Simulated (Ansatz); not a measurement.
# GeH₅O (doublet): wB97M-V, B2PLYP, RPA-PBE over a scan of the distance Ge1–H5 along a hydrogen transfer, cc-pVDZ

An exercise on one series of results from a longer session: the logs are not shown, and one member is left open.

The runs use Ansatz 0.2.0, Gaussian basis; cc-pVDZ, all electrons in the functionals, frozen cores in the correlation of double hybrids and RPA.

To be run: wB97M-V, B2PLYP, RPA-PBE, at 1.534 Å; 1.637 Å; 1.841 Å; 2.046 Å; 2.250 Å.

## The system

The geometry derives from fragments relaxed apart (PBE0/def2-TZVP) and kept rigid, so it is no stationary point. A hydrogen atom is moved between rigid fragments. No spin-orbit coupling is included. The filled d shell of Ge may be among the frozen orbitals whatever the setting's name suggests; the logs give the count.

7 atoms, charge 0, spin multiplicity 2.

Atoms are counted from 1 here; the program's logs count them from 0.

Bond lengths: Ge1–H2 1.534 Å, Ge1–H3 1.534 Å, Ge1–H4 1.534 Å, Ge1–H5 1.534 Å, O6–H7 0.973 Å. Angles: H2–Ge1–H3 109.5°, H2–Ge1–H4 109.5°, H2–Ge1–H5 109.5°, H3–Ge1–H4 109.5°, H3–Ge1–H5 109.5°, H4–Ge1–H5 109.5°.

Geometry (Å):

| atom | x (Å) | y (Å) | z (Å) |
| --- | --- | --- | --- |
| Ge1 | -0.5909 | 0.0101 | 0.0000 |
| H2 | -1.1024 | 1.4567 | 0.0000 |
| H3 | -1.1024 | -0.7132 | 1.2528 |
| H4 | -1.1024 | -0.7132 | -1.2528 |
| H5 | 0.9434 | 0.0101 | 0.0000 |
| O6 | 2.6491 | 0.0101 | 0.0000 |
| H7 | 2.9009 | -0.9298 | 0.0000 |

No dispersion term is added; wB97M-V holds VV10 nonlocal correlation.

The geometry shown and the zero of energy belong to the point 1.534 Å. The yardstick, UCCSDT(Q), and other wave-function levels (R restricted, U unrestricted, valence and pair active spaces) come from earlier runs.

Set-up of the first run:

File in.yaml:

```yaml
crystal:
  periodic: [false, false, false]
  atoms:
    - {symbol: Ge, position_ang: [-0.590928, 0.010113, 0.000000]}
    - {symbol: H, position_ang: [-1.102378, 1.456713, 0.000001]}
    - {symbol: H, position_ang: [-1.102378, -0.713187, 1.252791]}
    - {symbol: H, position_ang: [-1.102378, -0.713186, -1.252792]}
    - {symbol: H, position_ang: [0.943421, 0.010113, 0.000000]}
    - {symbol: O, position_ang: [2.649072, 0.010113, 0.000000]}
    - {symbol: H, position_ang: [2.900930, -0.929837, -0.000001]}
basis:
  gaussian: {orbitals: cc-pVDZ}
magnetization: {spin_polarized: true, initial_magnetization: 1}
hamiltonian: {xc: {name: wB97M-V}}
output: {forces: true, orbitals: {seedname: orbitals}}
```

Run with:

```
$ ansatz run in.yaml --threads 1 --pin off --events-out ev --progress --plain --max-ram 4096MiB --backend cpu
```

Steps of the session up to this table: wB97M-V, 1.534 Å; wB97M-V, 1.637 Å; wB97M-V, 1.841 Å; wB97M-V, 2.046 Å; wB97M-V, 2.250 Å; B2PLYP, 1.534 Å; B2PLYP, 1.637 Å; B2PLYP, 1.841 Å; B2PLYP, 2.046 Å; B2PLYP, 2.250 Å; RPA-PBE, 1.534 Å; RPA-PBE, 1.637 Å; RPA-PBE, 1.841 Å; RPA-PBE, 2.046 Å; RPA-PBE, 2.250 Å.

One of the session's tables, all rows but one given; the rest of the session is left out.

```
    level  1.637 Å  1.841 Å  2.046 Å  2.250 Å
UCCSDT(Q)        ?        ?        ?        ?
  wB97M-V      1.1     -1.5    -60.4   -124.0
   B2PLYP      1.0     -0.4    -57.1   -119.1
  RPA-PBE      0.3     -1.0    -50.5   -109.8
```

Q: Estimate the row for UCCSDT(Q) from the others.

**Answer.** 1.637 Å: 3.8; 1.841 Å: 6.7; 2.046 Å: -52.4; 2.250 Å: -120.2. In the column «1.637 Å» it is the highest.

Limits of these values: Energies in kJ/mol, counted from 1.534 Å; blanks weren't run or aren't comparable.
